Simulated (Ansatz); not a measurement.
# ZnIr: how the settings move a single-point run

Aim: see which settings change the result for ZnIr, by how much, and at what cost.

Program: Ansatz 0.2.0. Level of theory: reference: DFT, LDA, PAW with Ansatz's default frozen-core files, scalar-relativistic. These are calculated values, not measurements.

## (1) The structure to begin with

Symmetry: P-6m2, No. 187, hexagonal system. Conventional cell: a = 2.777 Å, b = 2.777 Å, c = 4.164 Å, α = 90.00°, β = 90.00°, γ = 120.00°. Around Zn (site symmetry -6m2) lie 6 Ir at 2.63 Å and 6 Zn at 2.78 Å. Around Ir (site symmetry -6m2) lie 6 Zn at 2.63 Å and 6 Ir at 2.78 Å.

As a file:

```cif
data_structure
_symmetry_space_group_name_H-M 'P-6m2'
_symmetry_Int_Tables_number 187
_cell_length_a 2.7772
_cell_length_b 2.7772
_cell_length_c 4.1639
_cell_angle_alpha 90.000
_cell_angle_beta 90.000
_cell_angle_gamma 120.000
_cell_volume 27.81
loop_
_atom_site_label
_atom_site_type_symbol
_atom_site_symmetry_multiplicity
_atom_site_Wyckoff_symbol
_atom_site_fract_x
_atom_site_fract_y
_atom_site_fract_z
_atom_site_occupancy
Zn1 Zn 1 f 0.66667 0.33333 0.50000 1
Ir1 Ir 1 a 0.00000 0.00000 0.00000 1
```

## (2) The reference run

input.yaml

```yaml
crystal:
  lattice:
    - [2.7771790596, 0.0, 0.0]
    - [-1.3885895298, 2.4051076165, 0.0]
    - [0.0, 0.0, 4.16386207]
  atoms:
    - { symbol: Zn, position: [0.6666666667, 0.3333333333, 0.5] }
    - { symbol: Ir, position: [0.0, 0.0, 0.0], spin: 0.8 }
magnetization:
  spin_polarized: true
kpoints:
  mp_grid: { grid: [14, 14, 8] }
scf:
  occupations: { method: fermi_dirac, width: 0.03 }
  lower_state_search: "off"
hamiltonian:
  xc: lda
  pseudopotentials: { kind: paw }
output:
  forces: true
  stress: true
  eigenvalues: true
  populations: true
  dos: { projected: true, de: 0.1, e_range: [-8, 5] }
  write_density: true
  write_potential: true
  elf: true
  volumetric_format: npy
```

On the command line:

```
> ansatz run input.yaml --threads 1 --pin off --max-ram 3072MiB --backend cpu --events-out ev --progress --plain --runs-dir out
```

The main lines of its log:

```text
[...]
Basis set: ecut = 420 eV, 565 PW (Γ)
[...]
Magnetic group: BNS 187.209 (UNI 1439), of the structure as read, at distance tolerance 3.0e-5 Å
k-points: 120 of 1568 (time reversal used)
[...]
SCF iter   1: F=—  HF=-14910.556329 eV  |F-HF|=—  |Δ(HF+E_count)|=         —  Δρ=5.19e-2 (↑4.13e-2 ↓5.19e-2)  dr2=2.35e0  dr2_m=2.06e-1  M=0.165 μB ∫|m|=0.184 μB  β_m=0.30  ethr=3.10e-3  ⟨swp⟩=5.1  Hψ=19383  notcnv=0
preconditioner: auto → none  [metal: Δε(μ)=0.016 eV  Ē_g=10.969 eV  σ=0.030 eV  W_gap=0.14  n_scr=8 (ndim 8)  ℏωp=32.3 eV  f_vac=0.000  D(μ)=1.03/eV (n_scr^D=2)  sad-step TF]
SCF iter   2: F=—  HF=-14910.225700 eV  |F-HF|=—  |Δ(HF+E_count)|=   3.31e-1  Δρ=3.13e-2 (↑2.77e-2 ↓3.13e-2)  dr2=7.97e-1  dr2_m=1.24e-1  M=0.105 μB ∫|m|=0.130 μB  β_m=0.30  ethr=3.10e-3  ⟨swp⟩=2.0  Hψ=9232  notcnv=0  defer=89
[...]
SCF iter  14: F=-14909.978255 eV  HF=-14909.978255 eV  |F-HF|=1.71e-9  |Δ(HF+E_count)|=   3.70e-9  Δρ=2.08e-6 (↑7.93e-7 ↓2.08e-6)  dr2=1.44e-9  dr2_m=1.67e-10  M=-0.000 μB ∫|m|=0.000 μB  β_m=0.62  ethr=3.71e-11  ⟨swp⟩=4.5  Hψ=23520  notcnv=0
SCF iter  15: F=-14909.978255 eV  HF=-14909.978255 eV  |F-HF|=6.91e-11  |Δ(HF+E_count)|=  5.29e-10  Δρ=5.40e-7 (↑1.58e-7 ↓5.40e-7)  dr2=5.86e-11  dr2_m=2.09e-11  M=-0.000 μB ∫|m|=0.000 μB  ethr=4.95e-12  ⟨swp⟩=4.0  Hψ=22685  notcnv=0
[...]
SCF converged after 15 iterations
Magnetization: -0.0000 μB (14.5000 up, 14.5000 down)
[...]
Free energy (F): -14909.978255 eV
[...]
E sigma→0 (E₀):  -14909.977420 eV
[...]
Fermi energy:    18.316548 eV
[...]
  P = ⅓ Tr σ = -9.3268 GPa (-93.268 kbar)
[...]
```

Wall time 28 s (1 thread of Intel Xeon Platinum 8259CL at 2.50GHz (Skylake/Cascade Lake), shared host); peak memory 0.47 GiB.

## (3) Changing settings: lower_state_search light

Changes to input.yaml since step 2:

```diff
@@ -14,3 +14,3 @@
   occupations: { method: fermi_dirac, width: 0.03 }
-  lower_state_search: "off"
+  lower_state_search: light
 hamiltonian:
@@ -22,7 +22 @@
   eigenvalues: true
-  populations: true
-  dos: { projected: true, de: 0.1, e_range: [-8, 5] }
-  write_density: true
-  write_potential: true
-  elf: true
-  volumetric_format: npy
```

On the command line:

```
> ansatz run input.yaml --threads 1 --pin off --max-ram 3072MiB --backend cpu --events-out ev --progress --plain --runs-dir out
```

The program printed, cut to the lines that bear on the results:

```text
[...]
Pseudopotentials: kind: paw
Pseudopotential: Zn, paw, valence charge 12, recommended cutoff 420 eV (normal)
Pseudopotential: Ir, paw, valence charge 17, recommended cutoff 420 eV (normal)
Functional definition: SPW92
[...]
Crystal: 2 atoms, lattice volume = 27.812 Å³
Basis set: ecut = 420 eV, 565 PW (Γ)
Bands: 19, of which v1, the nominal top of the filled ones, is band 15 counted from 1 (14 counted from 0)
Symmetry: 12 space group operations
Space group: P-6m2 (ITA 187), of the structure as read, at distance tolerance 3.0e-5 Å
Magnetic group: BNS 187.209 (UNI 1439), of the structure as read, at distance tolerance 3.0e-5 Å
k-points: 120 of 1568 (time reversal used)
[...]
Starting moments: Σ|m| = 0.8 μB on 1 of 2 sites
[...]
SCF iter   1: F=—  HF=-14909.994604 eV  |F-HF|=—  |Δ(HF+E_count)|=         —  Δρ=4.32e-2 (↑4.32e-2 ↓4.14e-2)  dr2=1.34e0  dr2_m=1.64e-1  M=0.070 μB ∫|m|=0.074 μB  β_m=0.30  ethr=3.10e-3  ⟨swp⟩=5.1  Hψ=19370  notcnv=0
[...]
SCF iter  10: F=-14909.978255 eV  HF=-14909.978255 eV  |F-HF|=2.03e-9  |Δ(HF+E_count)|=   7.51e-9  Δρ=1.09e-6 (↑9.27e-7 ↓1.09e-6)  dr2=2.07e-9  dr2_m=4.87e-12  M=0.000 μB ∫|m|=0.000 μB  ethr=7.68e-11  ⟨swp⟩=3.7  Hψ=15172  notcnv=0
[...]
the search or the solves at the SCF's close seem to have found levels that the self-consistency loop had missed (the run counts 1). By its estimate they hold under 1e-12 electrons; where the run keeps them, the occupations were computed again with them
WARN: the starting moments were not kept: the SCF closed with an absolute magnetisation of 1.1e-6 μB, where they sum to 0.8 μB in size (1 site). That is at most 0.1 of that sum. Measured as dr2_m measures the in/out step, that magnetisation stands 3.1e-13 eV from none, at or under the [...]
SCF converged after 10 iterations
Magnetization: 0.0000 μB (14.5000 up, 14.5000 down)
Absolute magnetization: 0.0000 μB (∫|ρ↑−ρ↓|, with the PAW one-centre terms)
Spin contamination: 0.0000 ħ² per cell (⟨S²⟩ above its minimum at these occupations)
Per-site moments (μB) at R_I (Å): [(-1.1044113832357862e-7, 1.0839684291020293), (6.729824346062948e-7, 1.0839684291020293)]
Free energy (F): -14909.978255 eV
[...]
E sigma→0 (E₀):  -14909.977420 eV
Entropy (-TS):   -0.001669 eV (-0.834 meV/atom)
Fermi energy:    18.316536 eV
[...]
--- Forces (eV/Å), atoms counted from 1 ---
  atom   1  Zn     0.00000000     0.00000000     0.00000000
  atom   2  Ir     0.00000000    -0.00000000     0.00000000
[...]
--- Stress (GPa, compression-positive) ---
       -9.479686       0.000000       0.000000
        0.000000      -9.479686       0.000000
        0.000000       0.000000      -9.021016
  P = ⅓ Tr σ = -9.3268 GPa (-93.268 kbar)
--- Band table (eV; the first three rows and the last of 240) ---
  k-point 0 ↑: bands = ["-73.6755", "-30.3533", "-30.3533", "-30.2887", "7.7563", "10.3786", "11.1364", "11.1364", "11.4724", "11.4724", "13.3184", "15.6155", "15.6155", "17.6133", "18.2242", "18.2242", "23.7774", "32.7946", "34.7491"]
[...]
```

Wall time 17 s (1 thread of Intel Xeon Platinum 8259CL at 2.50GHz (Skylake/Cascade Lake), shared host); peak memory 0.46 GiB.

The changed input (search for lower states) leaves the energy the same to the digits printed.

## (4) All runs together

```
                        run     ending  energy change  pressure (GPa)  gap (eV)  force (eV/Å)  cycles  time
                  reference  converged              0            -9.3      0.00          0.00      15  28 s
1: lower_state_search light  converged   0.0 meV/atom            -9.3      0.00          0.00      10  17 s
```

Times don't compare one to one where runs were asked for different outputs or read a saved state (see the inputs); cycles may leave out searches for a lower state.

Residual by cycle in the longest SCF loop of each run; runs are numbered as in the table. The quantity is the density residual dr2, in eV.

```
cycle  reference   run 1
    1       2.35    1.34
    2      0.797   0.589
    4    0.00787  0.0158
    5     9.8e-4  9.0e-4
    6     7.6e-4  3.8e-4
    7     3.3e-4  1.3e-5
    9    0.00282  2.2e-8
   10     2.1e-6  2.1e-9
   11     2.5e-7       -
   12     3.1e-8       -
   14     1.4e-9       -
   15    5.9e-11       -
```

**Reading.** The changed input (search for lower states) leaves the energy the same to the digits printed.
